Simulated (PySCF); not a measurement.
# A diatomic session: NaPb

One job finds the state of NaPb, follows it along the bond with each method and fits the curves.

Method: Na cc-pVDZ, Pb cc-pVDZ-PP with ECP60, scalar-relativistic core potentials; program: PySCF 2.14.0.

### Step 1. The job

A driver script around PySCF takes these settings:

```json
{"atoms": "Na, Pb", "charge": "0", "basis": "Na cc-pVDZ, Pb cc-pVDZ-PP with ECP60", "Hamiltonian": "scalar-relativistic core potentials", "basis functions": "41", "electrons treated": "33", "masses in u": "22.9898, 207.9766", "levels": "PBE0, PBE, r²SCAN, M06-2X, TPSSh, PBEsol, CAM-B3LYP, HF, MP2, SCS-MP2, CCSD, CCSD(T)", "grid": "80 radial by 434 angular points", "occupations": "held fixed by the projection of orbital angular momentum", "dissociation limit": "Na + Pb, each in its ground configuration", "starting distance in angstrom": "2.970", "values of 2S to try": "1, 3"}
```

Further steps of the session: PBE0 along the bond; Other states along the same grid; PBE (GGA); r²SCAN (meta-GGA); M06-2X; TPSSh (hybrid meta-GGA); PBEsol (GGA); CAM-B3LYP (range-separated hybrid); UHF (mean field); Correlated methods on the Hartree–Fock reference.

Q: Predict the outcome of this session. Wanted: for each run, Re; ωe; De; μ.

As calculated:

Lowest PBE0 solution found, without spin–orbit coupling: ⁴Σ⁻ (quartet), unpaired electrons σ ↑, π ↑↑. State 2 has its PBE0 minimum 0.21 eV higher. State 3 has its PBE0 minimum 0.46 eV higher, as a spin-mixed determinant (⟨S²⟩ = 1.76), so this is no gap between pure states. State 4 has its PBE0 minimum 0.50 eV higher, as a spin-mixed determinant (⟨S²⟩ = 1.75), so this is no gap between pure states. The other levels ran on the lowest alone.

| level | Re (Å) | ωe (cm⁻¹) | De (eV) | μ (D) |
| --- | --- | --- | --- | --- |
| UHF | 3.023 | 162.9 | 0.68 | -7.63 |
| UHF-MP2 | 2.999 | 174.3 | 1.06 | n/a |
| UHF-SCS-MP2 | 3.003 | 172.2 | 0.92 | n/a |
| UHF-CCSD | 3.008 | 171.3 | 1.03 | n/a |
| UHF-CCSD(T) | 3.008 | 171.7 | 1.05 | n/a |
| PBE | 3.000 | 159.1 | 1.07 | -5.73 |
| PBEsol | 2.974 | 163.7 | 1.20 | -5.97 |
| r²SCAN | 2.965 | 168.5 | 1.22 | -6.64 |
| TPSSh | 2.986 | 164.9 | 1.11 | -6.44 |
| PBE0 | 2.975 | 165.7 | 1.06 | -6.38 |
| M06-2X | 2.897 | 190.2 | 1.05 | -7.29 |
| CAM-B3LYP | 2.949 | 167.5 | 0.89 | -6.42 |

De is counted to Na + Pb in their ground configurations. A positive dipole means Na(−)Pb(+).

Differences from CCSD(T) in the same basis:

| level | Re (mÅ) | ωe (%) |
| --- | --- | --- |
| UHF | +15 | -5.1 |
| UHF-MP2 | -8 | +1.5 |
| UHF-SCS-MP2 | -5 | +0.3 |
| UHF-CCSD | 0 | -0.2 |
| PBE | -7 | -7.3 |
| PBEsol | -34 | -4.7 |
| r²SCAN | -42 | -1.8 |
| TPSSh | -21 | -4.0 |
| PBE0 | -32 | -3.5 |
| M06-2X | -110 | +10.8 |
| CAM-B3LYP | -59 | -2.4 |

**Reading.** Judged by CCSD(T) in the same basis: best bond length UHF-CCSD (0 mÅ), worst M06-2X (-110 mÅ); best wavenumber UHF-CCSD (-0.2 %), worst M06-2X (+10.8 %). CCSD(T) in a basis this small is itself some way from its limit, more so than the functionals. Of the levels with a De here, UHF gives the least (0.68 eV) and r²SCAN the most (1.22 eV).

Correlated steps freeze 5 core orbitals. Spin–orbit coupling is left out, which matters for elements this heavy, above all for dissociation energies. With spin–orbit coupling the term label itself may not hold.
